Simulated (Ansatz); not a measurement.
# C2H3BS (SMILES BSC#C): single points off equilibrium

One table from this session's results is given with a row withheld; the runs are named, their logs left out.

Method: single points in def2-TZVPP; program: Ansatz 0.2.0, Gaussian basis.

Correlated methods freeze the cores.

## The system as given

SMILES `BSC#C`, 7 atoms, charge 0, spin multiplicity 1.

Atoms are counted from 1 here; the program's logs count them from 0.

Bond lengths: B1–S2 1.932 Å, B1–H5 1.244 Å, B1–H6 1.231 Å, S2–C3 1.681 Å, C3–C4 1.232 Å, C4–H7 1.063 Å. Angles: S2–B1–H5 113.8°, S2–B1–H6 112.4°, H5–B1–H6 133.1°, B1–S2–C3 67.5°, S2–C3–C4 166.4°, C3–C4–H7 169.6°.

Geometry (Å):

```tsv
atom	x (Å)	y (Å)	z (Å)
B1	-0.4240	1.0438	-0.1768
S2	0.3764	0.8952	1.5752
C3	0.4787	-0.5359	0.6984
C4	0.3970	-1.4350	-0.1406
H5	0.3837	1.3434	-1.0740
H6	-1.6527	0.9754	-0.1391
H7	0.4546	-2.1065	-0.9625
```

The first run:

Contents of run/in.yaml:

```yaml
crystal:
  periodic: [false, false, false]
  atoms:
    - {symbol: B, position_ang: [-0.424032, 1.043808, -0.176839]}
    - {symbol: S, position_ang: [0.376442, 0.895188, 1.575165]}
    - {symbol: C, position_ang: [0.478735, -0.535880, 0.698373]}
    - {symbol: C, position_ang: [0.397008, -1.434985, -0.140572]}
    - {symbol: H, position_ang: [0.383662, 1.343394, -1.074006]}
    - {symbol: H, position_ang: [-1.652688, 0.975392, -0.139125]}
    - {symbol: H, position_ang: [0.454570, -2.106491, -0.962535]}
basis:
  gaussian: {orbitals: def2-TZVPP}
hamiltonian: {xc: pbe, dispersion: d4}
output: {forces: true}
```

The run is started by

```sh
$ ansatz run in.yaml --threads 2 --pin off --events-out ev --progress --plain --max-ram 3481MiB
```

Steps of the session up to this table: PBE-D4/def2-TZVPP; r2SCAN-D4/def2-TZVPP; PBE0-D4/def2-TZVPP; wB97M-V/def2-TZVPP; CCSD(T)/def2-TZVPP.

One table of the session follows, with a row left open; its other results are not shown here.

| method | RMS force component (eV/Å) | angle to CCSD(T) forces (°) | dipole (D) |
| --- | --- | --- | --- |
| PBE-D4 | ? | ? | ? |
| r2SCAN-D4 | 0.504 | 23.9 | 1.10 |
| PBE0-D4 | 0.587 | 28.0 | 1.15 |
| wB97M-V | 0.726 | 31.7 | 1.16 |
| CCSD(T) | 0.445 | reference | 1.17 |

Estimate the missing values for PBE-D4.

The run gave: RMS force component (eV/Å): 0.401; angle to CCSD(T) forces (°): 29.0; dipole (D): 1.03. In the column «RMS force component (eV/Å)» it is the lowest.

To keep in mind: The reference is not at the basis limit: in triple zeta CCSD(T) underbinds, which counts against methods that bind more; the gaps are no ranking.
